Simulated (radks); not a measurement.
# Polarisabilities and dispersion coefficients of Ar, K⁺, Ca²⁺ and others

An exercise on one series of results from a longer session: the logs are not shown, and one member is left open.

The numbers are computed with radks (a radial shooting solver on a logarithmic mesh, Libxc functionals) version 1 (scalar-relativistic Kohn-Sham, LDA (Slater exchange, Perdew-Wang correlation), spin-polarised, spherical densities, finite nucleus), except any that are marked as measured or tabulated.

### The system

- species: Ar ([Ar]), K⁺ ([Ar]), Ca²⁺ ([Ar]), Sc³⁺ ([Ar]), Ti⁴⁺ ([Ar]), V⁵⁺ ([Ar]), Cr⁶⁺ ([Ar]), Mn⁷⁺ ([Ar]), Fe⁸⁺ ([Ar])

The first run:

Settings of this run:

```text
Z 18
configuration [Ar]
relativity scalar-relativistic
functional lda,pw
spin polarised
nucleus finite rms 3.4274 fm
c 137.035999084
response adiabatic LDA kernel
```

Steps of the session up to this table: Ar, [Ar]; K⁺, [Ar]; Ca²⁺, [Ar]; Sc³⁺, [Ar]; Ti⁴⁺, [Ar]; V⁵⁺, [Ar]; Cr⁶⁺, [Ar]; Mn⁷⁺, [Ar]; Fe⁸⁺, [Ar].

One of the session's tables, all rows but one given; the rest of the session is left out.

| species | −ε(HOMO) (eV) | α (bohr³) | α uncoupled (bohr³) | C6 (hartree bohr⁶) | C8 (hartree bohr⁸) |
| --- | --- | --- | --- | --- | --- |
| Ar | ? | ? | ? | ? | ? |
| K⁺ | 24.973 | 5.743 | 8.879 | 24.69 | 432.7 |
| Ca²⁺ | 43.121 | 3.344 | 5.255 | 11.09 | 141.8 |
| Sc³⁺ | 64.637 | 2.163 | 3.430 | 5.731 | 56.59 |
| Ti⁴⁺ | 89.419 | 1.495 | 2.383 | 3.247 | 25.67 |
| V⁵⁺ | 117.41 | 1.083 | 1.731 | 1.966 | 12.76 |
| Cr⁶⁺ | 148.57 | 0.8126 | 1.301 | 1.252 | 6.804 |
| Mn⁷⁺ | 182.88 | 0.6266 | 1.004 | 0.8296 | 3.833 |
| Fe⁸⁺ | 220.33 | 0.4941 | 0.7910 | 0.5682 | 2.259 |

Estimate the missing values for Ar.

As computed: −ε(HOMO) (eV): 10.385; α (bohr³): 12.03; α uncoupled (bohr³): 18.00; C6 (hartree bohr⁶): 70.68; C8 (hartree bohr⁸): 1905. In the column «−ε(HOMO) (eV)» it is the lowest.

Uncoupled leaves out the potential induced by the response; C8 is given only where no p, d or f shell is open.
